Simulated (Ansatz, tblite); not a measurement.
**In6N6 wurtzite hole sphere (In₆N₆H₁₈): rung by rung**

One table from this session's results is given with a row withheld; the runs are named, their logs left out.

The runs use Ansatz 0.2.0, Gaussian basis; as each input shows.

Plan: GFN1-xTB, GFN2-xTB, PBE-D4/def2-TZVP, r2SCAN-D4/def2-TZVP, PBE-D4/def2-SVP, PBE0-D4/def2-SVP.

1 further run of the same task is left out (set aside as unsound or not needed).

### The geometry

The geometry is that of the singlet, from an earlier relaxation (PBE-D4/def2-SVP).

30 atoms, charge 0, spin multiplicity 1.

Bond lengths: N1–In2 2.236 Å, N1–In7 2.236 Å, N1–H13 1.035 Å, N1–H14 1.031 Å, In2–N4 2.132 Å, In2–N5 2.236 Å, In2–H15 1.740 Å, In3–N4 2.233 Å, In3–N8 2.233 Å, In3–H16 1.777 Å, In3–H17 1.741 Å, N4–In6 2.233 Å, N4–H18 1.035 Å, N5–In10 2.236 Å, N5–H19 1.031 Å, N5–H20 1.035 Å, In6–N12 2.233 Å, In6–H21 1.777 Å and more. Angles: In2–N1–In7 121.8°, In2–N1–H13 103.5°, In2–N1–H14 110.6°, In7–N1–H13 103.5°, In7–N1–H14 110.6°, H13–N1–H14 105.0°, N1–In2–N4 103.0°, N1–In2–N5 100.0°, N1–In2–H15 110.5°, N4–In2–N5 103.1°, N4–In2–H15 126.4°, N5–In2–H15 110.5°, N4–In3–N8 100.0°, N4–In3–H16 104.1°, N4–In3–H17 109.8°, N8–In3–H16 104.1°, N8–In3–H17 109.8°, H16–In3–H17 126.0° and more.

In takes a core potential in the def2 sets. No spin-orbit coupling is included.

PBE0-D4/def2-TZVP was run before; its log isn't repeated, and its numbers join the tables.

Set-up of the first run:

Tight binding, by tblite at 300 K electronic temperature and without a spin-polarisation term:

```python
tblite.interface.Calculator('GFN1-xTB', numbers, positions, charge=0, uhf=0).singlepoint()
```

Tight binding, by tblite at 300 K electronic temperature and without a spin-polarisation term:

```python
tblite.interface.Calculator('GFN2-xTB', numbers, positions, charge=0, uhf=0).singlepoint()
```

start.molden holds the orbitals of an earlier run on this state, given as this run's starting guess.

Contents of in.yaml:

```yaml
crystal:
  periodic: [false, false, false]
  atoms:
    - {symbol: N, position_ang: [-0.002758, -1.979723, -1.722987]}
    - {symbol: In, position_ang: [-1.955379, -1.128517, -1.043851]}
    - {symbol: In, position_ang: [0.002507, -2.201229, 1.832286]}
    - {symbol: N, position_ang: [-1.708770, -0.986392, 1.069092]}
    - {symbol: N, position_ang: [-1.714577, 0.987623, -1.723946]}
    - {symbol: In, position_ang: [-1.905534, 1.103242, 1.831505]}
    - {symbol: In, position_ang: [1.952090, -1.128869, -1.050098]}
    - {symbol: N, position_ang: [1.711747, -0.987051, 1.063569]}
    - {symbol: N, position_ang: [1.710204, 0.987728, -1.728466]}
    - {symbol: In, position_ang: [-0.001297, 2.255547, -1.049201]}
    - {symbol: In, position_ang: [1.910752, 1.102282, 1.826234]}
    - {symbol: N, position_ang: [0.001746, 1.975364, 1.064357]}
    - {symbol: H, position_ang: [-0.002282, -2.934384, -1.322369]}
    - {symbol: H, position_ang: [-0.004453, -2.119817, -2.744577]}
    - {symbol: H, position_ang: [-3.276310, -1.890609, -1.880701]}
    - {symbol: H, position_ang: [0.000461, -3.647201, 0.798867]}
    - {symbol: H, position_ang: [0.005394, -2.188436, 3.572888]}
    - {symbol: H, position_ang: [-2.532705, -1.462154, 1.476872]}
    - {symbol: H, position_ang: [-1.834846, 1.055369, -2.745865]}
    - {symbol: H, position_ang: [-2.541651, 1.465980, -1.325123]}
    - {symbol: H, position_ang: [-3.157925, 1.824444, 0.797069]}
    - {symbol: H, position_ang: [-1.895639, 1.100236, 3.571969]}
    - {symbol: H, position_ang: [3.270313, -1.891045, -1.891134]}
    - {symbol: H, position_ang: [2.536833, -1.462926, 1.468891]}
    - {symbol: H, position_ang: [1.828288, 1.056055, -2.750610]}
    - {symbol: H, position_ang: [2.538315, 1.465598, -1.331156]}
    - {symbol: H, position_ang: [-0.002545, 3.778851, -1.889138]}
    - {symbol: H, position_ang: [1.905102, 1.098485, 3.566829]}
    - {symbol: H, position_ang: [3.160336, 1.823901, 0.788635]}
    - {symbol: H, position_ang: [0.002581, 2.927641, 1.470158]}
basis:
  gaussian: {orbitals: def2-TZVP, fitting: {mean_field: def2-universal-jkfit}, initial_orbitals: start.molden}
hamiltonian: {xc: pbe, dispersion: d4}
scf: {omitted_lower_state_checks: [starts]}
output: {forces: true, orbitals: {seedname: orbitals}}
```

On the command line:

```bash
ansatz run in.yaml --threads 2 --pin off --events-out ev --progress --plain --max-ram 20480MiB --backend cuda --devices 0, --max-vram 18GiB
```

Among the steps run: PBE-D4/def2-TZVP; r2SCAN-D4/def2-TZVP; PBE-D4/def2-SVP; PBE0-D4/def2-SVP.

One of the session's tables, all rows but one given; the rest of the session is left out.

It belongs to the step «Binding energy». 

```
              level  binding an atom (eV)
    PBE-D4/def2-SVP                 2.911
   PBE-D4/def2-TZVP                 2.915
r2SCAN-D4/def2-TZVP                     ?
   PBE0-D4/def2-SVP                 2.857
  PBE0-D4/def2-TZVP                 2.862
```

Q: Estimate the row for r2SCAN-D4/def2-TZVP from the others.

**Answer.** binding an atom (eV): 2.878. In the column «binding an atom (eV)» it lies between PBE0-D4/def2-TZVP (2.862) and PBE-D4/def2-SVP (2.911).

To keep in mind: Free atoms were run apart at each level; binding is atoms less cluster, divided by the number of atoms, without zero-point or spin-orbit terms.
